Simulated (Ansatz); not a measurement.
**CdH3NO: taking an electron away**

The task here is to estimate one member of a computed series from the others.

Program: Ansatz 0.2.0, Gaussian basis. Level of theory: unrestricted cation, the program's frozen cores in correlated methods. These are calculated values, not measurements.

Plan: UKS PBE-D4/def2-TZVPP; UKS r2SCAN-D4/def2-TZVPP; UKS PBE0-D4/def2-TZVPP; UKS B3LYP-D4/def2-TZVPP; UKS wB97X-V/def2-TZVPP; UKS wB97M-V/def2-TZVPP; UKS B2PLYP/def2-TZVPP; UHF-CCSD(T)/def2-TZVPP; UHF-CCSD(T)/def2-QZVPP; extrapolation to the limit; then −ε(HOMO) from the neutral's earlier runs with LDA (SPW92), PBE-D4, revPBE-D4, BLYP-D4, r2SCAN-D4, B97M-V, PBE0-D4, B3LYP-D4, r2SCANh-D4, r2SCAN0-D4, HSE06-D4, BHLYP-D4, CAM-B3LYP-D4, LC-ωPBE, ωB97X-V, ωB97M-V.

### Structure used throughout

All runs share one geometry, relaxed beforehand with PBE0-D4 in a triple-zeta def2 set. Cd takes the def2 core potential; no spin-orbit term is included.

6 atoms, charge 0, spin multiplicity 1.

Atoms are counted from 1 here; the program's logs count them from 0.

Bond lengths: N1–Cd2 2.001 Å, N1–H4 1.014 Å, N1–H5 1.014 Å, Cd2–O3 1.964 Å, O3–H6 0.959 Å. Angles: Cd2–N1–H4 111.9°, Cd2–N1–H5 111.9°, H4–N1–H5 106.3°, N1–Cd2–O3 171.9°, Cd2–O3–H6 112.9°.

The first run:

Contents of in.yaml:

```yaml
crystal:
  periodic: [false, false, false]
  atoms:
    - {symbol: N, position_ang: [-1.083260, 0.087883, -1.198048]}
    - {symbol: Cd, position_ang: [0.355733, -0.236197, 0.153361]}
    - {symbol: O, position_ang: [1.840504, -0.770062, 1.322139]}
    - {symbol: H, position_ang: [-1.001346, 1.002959, -1.626284]}
    - {symbol: H, position_ang: [-2.007449, 0.049588, -0.783486]}
    - {symbol: H, position_ang: [1.937719, -0.198172, 2.086219]}
basis:
  gaussian: {orbitals: def2-TZVPP}
total_charge: 1
magnetization: {spin_polarized: true, initial_magnetization: 1}
hamiltonian: {xc: pbe, dispersion: d4}
```

On the command line:

```sh
$ ansatz run in.yaml --threads 2 --pin off --events-out ev --progress --plain --max-ram 22528MiB --backend cpu
```

Steps of the session up to this table: Cation, UKS PBE-D4/def2-TZVPP; Cation, UKS r2SCAN-D4/def2-TZVPP; Cation, UKS PBE0-D4/def2-TZVPP; Cation, UKS B3LYP-D4/def2-TZVPP; Cation, UKS wB97X-V/def2-TZVPP; Cation, UKS wB97M-V/def2-TZVPP; Cation, UKS B2PLYP (frozen core)/def2-TZVPP; Cation, UHF-CCSD(T)/def2-TZVPP; Cation, UHF-CCSD(T)/def2-QZVPP.

One table of the session follows, with a row left open; its other results are not shown here.

For comparison, −ε(HOMO) of the neutral from earlier runs:

| functional | −ε(HOMO) (eV) |
| --- | --- |
| LDA (SPW92) | 5.98 |
| PBE-D4 | 5.75 |
| revPBE-D4 | 5.67 |
| BLYP-D4 | 5.65 |
| r2SCAN-D4 | 6.00 |
| B97M-V | 6.03 |
| PBE0-D4 | 7.07 |
| B3LYP-D4 | 6.86 |
| r2SCANh-D4 | ? |
| r2SCAN0-D4 | 7.27 |
| HSE06-D4 | 6.67 |
| BHLYP-D4 | 8.33 |
| CAM-B3LYP-D4 | 8.50 |
| LC-ωPBE | 9.84 |
| ωB97X-V | 9.47 |
| ωB97M-V | 9.40 |

Q: Estimate the row for r2SCANh-D4 from the others.

Worked estimate for «−ε(HOMO) (eV)». Against the share of exact exchange, r2SCAN-D4 (0, 6.00), r2SCAN0-D4 (0.25, 7.27) give a slope of 5.08 per unit share; at 0.1 the line stands at 6.51.

**Answer.** −ε(HOMO) (eV): 6.50. In «−ε(HOMO) (eV)» the line misses by +0.01.

To keep in mind: The cation may have settled in a state other than its lowest; no search over hole states beyond the program's own was made.
